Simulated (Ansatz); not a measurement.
**BrH₄NSn: how energies converge with the basis set**

One table from this session's results is given with a row withheld; the runs are named, their logs left out.

Computed with Ansatz 0.2.0, Gaussian basis. Level: one geometry, several basis sets.

The runs, in order: PBE0-D4/def2-SVP; ωB97M-V/def2-SVP; PBE0-D4/def2-QZVPP; ωB97M-V/def2-QZVPP; the functionals' def2-TZVPP values are taken from earlier runs.

**The geometry**

All runs share one geometry, relaxed beforehand with PBE0-D4 in a triple-zeta def2 set. Sn takes the def2 core potential; no spin-orbit term is included.

7 atoms, charge 0, spin multiplicity 1.

Atoms are counted from 1 here; the program's logs count them from 0.

Bond lengths: N1–Sn2 2.004 Å, N1–H4 1.009 Å, N1–H5 1.009 Å, Sn2–Br3 2.486 Å, Sn2–H6 1.701 Å, Sn2–H7 1.701 Å. Angles: Sn2–N1–H4 116.2°, Sn2–N1–H5 116.2°, H4–N1–H5 109.9°, N1–Sn2–Br3 106.9°, N1–Sn2–H6 110.6°, N1–Sn2–H7 110.7°, Br3–Sn2–H6 105.7°, Br3–Sn2–H7 105.7°, H6–Sn2–H7 116.5°.

Set-up of the first run:

File in.yaml:

```yaml
crystal:
  periodic: [false, false, false]
  atoms:
    - {symbol: N, position_ang: [-1.053210, 0.006584, -0.745168]}
    - {symbol: Sn, position_ang: [0.608289, 0.043118, 0.375352]}
    - {symbol: Br, position_ang: [0.666640, -2.089298, 1.652003]}
    - {symbol: H, position_ang: [-1.757551, 0.692897, -0.518800]}
    - {symbol: H, position_ang: [-0.915986, -0.027697, -1.744324]}
    - {symbol: H, position_ang: [0.516171, 1.277187, 1.542328]}
    - {symbol: H, position_ang: [1.996946, 0.029209, -0.606992]}
basis:
  gaussian: {orbitals: def2-SVP}
hamiltonian: {xc: pbe0, dispersion: d4}
output: {orbitals: {seedname: orbitals}}
```

Run with:

```sh
$ ansatz run in.yaml --threads 2 --pin off --events-out ev --progress --plain --max-ram 4352MiB
```

Steps of the session up to this table: PBE0-D4 in def2-SVP; ωB97M-V in def2-SVP; PBE0-D4 in def2-QZVPP; ωB97M-V in def2-QZVPP.

One table of the session follows, with a row left open; its other results are not shown here.

It belongs to the step «Functionals by basis». 

| functional | basis | HOMO (eV) |
| --- | --- | --- |
| PBE0-D4 | def2-SVP | -7.37 |
| PBE0-D4 | def2-TZVPP | -7.61 |
| PBE0-D4 | def2-QZVPP | -7.65 |
| ωB97M-V | def2-SVP | -9.68 |
| ωB97M-V | def2-TZVPP | ? |
| ωB97M-V | def2-QZVPP | -9.99 |

**Question.** Estimate the row for ωB97M-V, def2-TZVPP.

The run gave: HOMO (eV): -9.94. In the column «HOMO (eV)» it lies between ωB97M-V, def2-QZVPP (-9.99) and ωB97M-V, def2-SVP (-9.68).
